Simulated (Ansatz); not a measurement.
# H6OSSn: the cost of one run

Method: RKS B3LYP/def2-SVP, in Ansatz 0.2.0.

### Step 1. Starting point

Bond lengths: Sn1–O2 2.399 Å, Sn1–H3 1.707 Å, Sn1–H4 1.703 Å, Sn1–H5 1.708 Å, Sn1–S7 2.853 Å, O2–H8 0.956 Å, S7–H9 1.325 Å. Angles: Sn1–O2–H8 120.8°, O2–Sn1–H3 113.6°, O2–Sn1–H4 81.9°, O2–Sn1–H5 121.0°, O2–Sn1–S7 65.6°, H3–Sn1–H4 105.7°, H3–Sn1–H5 119.5°, H3–Sn1–S7 90.9°, H4–Sn1–H5 105.9°, H4–Sn1–S7 147.3°, H5–Sn1–S7 89.1°, Sn1–S7–H9 93.6°.

Structure file:

```xyz
9

Sn   -0.5218    0.2129   -0.9898
O     0.7874    1.0028    0.8583
H     0.3542   -0.7690   -2.0774
H    -0.2896    1.8124   -1.5257
H    -2.2116    0.0086   -0.8462
H     0.6026   -0.1120    1.4410
S    -0.1599   -1.6971    1.0982
H     0.4545    1.6873    1.4374
H     0.9842   -2.1460    0.6041
```

### Step 2. Pulling towards end A

Springs on the bonds that form and break draw the guess towards this end; the thresholds are loose.

File input.yaml:

```yaml
crystal:
  periodic: [false, false, false]
  atoms:
    - { symbol: Sn, position_ang: [-0.5218, 0.2129, -0.9898] }
    - { symbol: O, position_ang: [0.7874, 1.0028, 0.8583] }
    - { symbol: H, position_ang: [0.3542, -0.769, -2.0774] }
    - { symbol: H, position_ang: [-0.2896, 1.8124, -1.5257] }
    - { symbol: H, position_ang: [-2.2116, 0.0086, -0.8462] }
    - { symbol: H, position_ang: [0.6026, -0.112, 1.441] }
    - { symbol: S, position_ang: [-0.1599, -1.6971, 1.0982] }
    - { symbol: H, position_ang: [0.4545, 1.6873, 1.4374] }
    - { symbol: H, position_ang: [0.9842, -2.146, 0.6041] }
basis:
  gaussian: { orbitals: def2-SVP }
hamiltonian:
  xc: b3lyp
relax:
  f_tol: 0.15
  max_steps: 25
  restrain:
    - { distance: [0, 6], at: 3.74, k: 30.0 }
    - { distance: [5, 1], at: 2.27, k: 30.0 }
    - { distance: [0, 1], at: 2.05, k: 30.0 }
    - { distance: [5, 6], at: 1.36, k: 30.0 }
```

On the command line:

```bash
> ansatz run input.yaml --threads 2 --pin off --max-ram 3072MiB --backend cpu --events-out ev --progress --plain --runs-dir out
```

Q: Estimate wall time and peak memory on 2 threads of Intel Xeon Platinum 8488C (Sapphire Rapids), shared host.

About 17 s, with a peak of 0.2 GiB.
